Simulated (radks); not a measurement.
**Ta⁴⁺ in [Xe] 4f14 5d1: an all-electron calculation**

Aim: the levels, the sizes of the orbitals and the parts of the energy of the tantalum ion Ta4+.

Program: radks (a radial shooting solver on a logarithmic mesh, Libxc functionals) version 1. Level of theory: scalar-relativistic Kohn-Sham, PBE, spin-unpolarised, spherical densities, point nucleus. These are calculated values, not measurements, unless marked.

**1. What is computed**

- element: tantalum (Z = 73)
- charge: +4
- electrons: 69
- configuration: [Xe] 4f14 5d1

Outer shells as boxes (Hund's rule):

Ta⁴⁺
```
[Xe] core
4f [↑↓][↑↓][↑↓][↑↓][↑↓][↑↓][↑↓]
5d [↑ ][  ][  ][  ][  ]
```

**2. Self-consistent calculation**

The run's settings:

```text
Z 73
configuration [Xe] 4f14 5d1
relativity scalar-relativistic
functional pbe,pbe
spin unpolarised
nucleus point
c 137.035999084
```

Q: Predict the outcome of this run.

As calculated:

| quantity | value |
| --- | --- |
| total energy | -15601.5428 hartree |
| exchange-correlation share of it | 2.01 % |
| −T/E | 1.0989 |
| highest occupied level | 5d, -41.149 eV |
| most extended occupied level | 5d, <r> = 1.73 bohr |
| radius at density 0.001 e/bohr³ | 3.07 bohr |
| maxima of the radial density | 4 |
| ionisation energy, NIST | 48.27 (semi-emp.) eV |

5 principal shells are occupied and 4 maxima appear in the radial density; where shells overlap, one shows as a shoulder or not at all. −T/E is 1.099: with relativity the kinetic term as defined here no longer equals −E. Minus the highest eigenvalue, 41.149 eV, is 85 % of the tabulated ionisation energy (48.27 eV); the potential of a semilocal functional falls off too fast, so its top eigenvalue is too shallow. Spin polarisation and multiplet splitting are left out. Spin-orbit splitting is averaged out at the scalar-relativistic level.
